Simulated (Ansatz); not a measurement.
# K3W2: the cost of one run

Computed with Ansatz 0.2.0 (DFT PBE, scalar-relativistic, plane waves, PAW, unless a step's input says otherwise).

## Step 1: The starting structure

It takes space group R-3m (No. 166, trigonal). The conventional cell has a = 8.884 Å, b = 8.884 Å, c = 12.421 Å, α = 90.00°, β = 90.00°, γ = 120.00°. K (site symmetry 2/m) has 2 W at 2.59 Å as nearest neighbours. W (site symmetry 3m) has 3 K at 2.59 Å as nearest neighbours.

As a file:

```cif
data_structure
_symmetry_space_group_name_H-M 'R-3m:H'
_symmetry_Int_Tables_number 166
_cell_length_a 8.8844
_cell_length_b 8.8844
_cell_length_c 12.4210
_cell_angle_alpha 90.000
_cell_angle_beta 90.000
_cell_angle_gamma 120.000
_cell_volume 849.07
loop_
_atom_site_label
_atom_site_type_symbol
_atom_site_symmetry_multiplicity
_atom_site_Wyckoff_symbol
_atom_site_fract_x
_atom_site_fract_y
_atom_site_fract_z
_atom_site_occupancy
K1 K 9 e 0.16667 0.33333 0.33333 1
W1 W 6 c 0.33333 0.66667 0.02947 1
```

This is candidate A: random cell with space group R-3m (No. 166).

## Step 2: Coarse relaxation (candidate A)

input.yaml reads:

```yaml
crystal:
  lattice:
    - [4.4421914645, 2.5647004378, 4.140335774]
    - [-4.4421914645, 2.5647004378, 4.140335774]
    - [0.0, -5.1294008756, 4.140335774]
  atoms:
    - { symbol: K, position: [0.5, 0.5, 0.0] }
    - { symbol: K, position: [0.0, 0.5, 0.5] }
    - { symbol: K, position: [0.5, 0.0, 0.5] }
    - { symbol: W, position: [0.3627993888, 0.3627993888, 0.3627993888] }
    - { symbol: W, position: [0.6372006112, 0.6372006112, 0.6372006112] }
basis:
  ecutwfc: 420
kpoints:
  mp_grid: { grid: [3, 3, 3] }
hamiltonian:
  xc: pbe
scf:
  occupations: { method: gaussian, width: 0.1 }
  lower_state_search: "off"
output:
  forces: true
  stress: true
  eigenvalues: true
relax:
  adjacent_minimum: "off"
  f_tol: 0.04
  max_steps: 70
  cell: { stress_tol: 0.4 }
```

On the command line:

```sh
> ansatz run input.yaml --threads 1 --pin off --max-ram 2560MiB --backend cpu --events-out ev --progress --plain --runs-dir out
```

What time and memory should one allow on 1 thread of Intel Xeon 6975P-C (Granite Rapids), shared host?

About 68 s, with a peak of 0.49 GiB.
